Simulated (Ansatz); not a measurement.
# CH3Ga: the cost of one run

Method: cc-pVTZ, core rule «outside noble gas», up to 15 orbitals frozen; program: Ansatz 0.2.0, Gaussian basis.

To be run: UHF; CCSD(T) on ROHF; CCSD(T) on UHF; BCCD(T) on ROHF; CCSDT(Q) on ROHF; CCSDT(Q) on UHF; CASSCF and NEVPT2, 9 electrons in 11 orbitals.

7 further runs of the same task are left out: 1 for a known fault of the program, 6 set aside as unsound or not needed.

## (1) What is computed

The geometry is a PBE0/def2-TZVP stationary point (not a proven minimum) of the parent state, kept for this charge and spin. No spin-orbit coupling is included. The filled d shell of Ga may be among the frozen orbitals whatever the setting's name suggests; the logs give the count.

5 atoms, charge 1, spin multiplicity 4.

Atoms are counted from 1 here; the program's logs count them from 0.

Bond lengths: C1–Ga2 1.914 Å, C1–H3 1.085 Å, Ga2–H4 1.568 Å, Ga2–H5 1.562 Å. Angles: Ga2–C1–H3 154.1°, C1–Ga2–H4 118.8°, C1–Ga2–H5 118.2°, H4–Ga2–H5 123.0°.

## (2) UHF

The input, in.yaml:

```yaml
crystal:
  periodic: [false, false, false]
  atoms:
    - {symbol: C, position_ang: [0.000000, -0.088918, 1.623428]}
    - {symbol: Ga, position_ang: [0.000000, 0.009148, -0.287682]}
    - {symbol: H, position_ang: [0.000000, 0.334283, 2.622499]}
    - {symbol: H, position_ang: [0.000000, 1.420032, -0.970828]}
    - {symbol: H, position_ang: [0.000000, -1.327540, -1.096565]}
basis:
  gaussian: {orbitals: cc-pVTZ}
total_charge: 1
magnetization: {spin_polarized: true, initial_magnetization: 3}
hamiltonian: {xc: hf}
output: {orbitals: {seedname: orbitals}}
```

Launch:

```
> ansatz run in.yaml --threads 1 --pin off --events-out ev --progress --plain --max-ram 2816MiB --backend cpu
```

What time and memory should one allow on 1 thread of AMD EPYC 7R13, shared host?

About 8 s, with a peak of 0.34 GiB.
